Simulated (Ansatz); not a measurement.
# C2H7FOSi2: the cost of one run

Method: UKS PBE/STO-3G, in Ansatz 0.2.0.

## Step 1: The structure to begin with

Bond lengths: C1–Si2 1.838 Å, Si2–F3 1.586 Å, Si2–Si4 2.255 Å, Si4–C5 1.859 Å, C5–O6 1.240 Å, C1–H7 1.058 Å, C1–H8 1.068 Å, C1–H9 1.171 Å, Si2–H10 1.480 Å, Si4–H11 1.567 Å, Si4–H12 1.454 Å, C5–H13 1.109 Å. Angles (14 of 21 angles, heavy atoms first): C1–Si2–F3 108.1°, C1–Si2–Si4 113.9°, F3–Si2–Si4 107.8°, Si2–Si4–C5 107.9°, Si4–C5–O6 120.8°, C1–Si2–H10 107.6°, F3–Si2–H10 108.2°, Si4–Si2–H10 111.0°, Si2–C1–H7 113.8°, Si2–C1–H8 110.7°, Si2–C1–H9 110.9°, Si2–Si4–H11 109.5°, Si2–Si4–H12 113.3°, C5–Si4–H11 108.6°.

Structure file:

```xyz
13

C     0.3844   -0.7771    1.7681
Si    0.9811   -0.7644    0.0299
F     2.2842    0.1363   -0.0379
Si   -0.5087    0.0701   -1.4424
C    -1.0011    1.7651   -0.8583
O    -1.7081    1.9096    0.1498
H     1.1012   -1.1293    2.4625
H    -0.5327   -1.3194    1.8477
H     0.0987    0.3028    2.1201
H     1.3585   -2.1513   -0.3244
H    -1.7849   -0.8385   -1.4683
H    -0.0073    0.1127   -2.8070
H    -0.6449    2.6488   -1.4250
```

## Step 2: Relaxing the start

input.yaml reads:

```yaml
crystal:
  periodic: [false, false, false]
  atoms:
    - { symbol: C, position_ang: [0.3844, -0.7771, 1.7681] }
    - { symbol: Si, position_ang: [0.9811, -0.7644, 0.0299] }
    - { symbol: F, position_ang: [2.2842, 0.1363, -0.0379] }
    - { symbol: Si, position_ang: [-0.5087, 0.0701, -1.4424] }
    - { symbol: C, position_ang: [-1.0011, 1.7651, -0.8583] }
    - { symbol: O, position_ang: [-1.7081, 1.9096, 0.1498] }
    - { symbol: H, position_ang: [1.1012, -1.1293, 2.4625] }
    - { symbol: H, position_ang: [-0.5327, -1.3194, 1.8477] }
    - { symbol: H, position_ang: [0.0987, 0.3028, 2.1201] }
    - { symbol: H, position_ang: [1.3585, -2.1513, -0.3244] }
    - { symbol: H, position_ang: [-1.7849, -0.8385, -1.4683] }
    - { symbol: H, position_ang: [-0.0073, 0.1127, -2.807] }
    - { symbol: H, position_ang: [-0.6449, 2.6488, -1.425] }
magnetization:
  spin_polarized: true
basis:
  gaussian: { orbitals: STO-3G }
hamiltonian:
  xc: pbe
relax:
  f_tol: 0.02
  max_steps: 40
```

Launch:

```sh
> ansatz run input.yaml --threads 1 --pin off --max-ram 2048MiB --backend cpu --events-out ev --progress --plain --runs-dir out
```

What time and memory should one allow on 1 thread of an Arm CPU, shared host?

About 90 s, with a peak of 0.18 GiB.
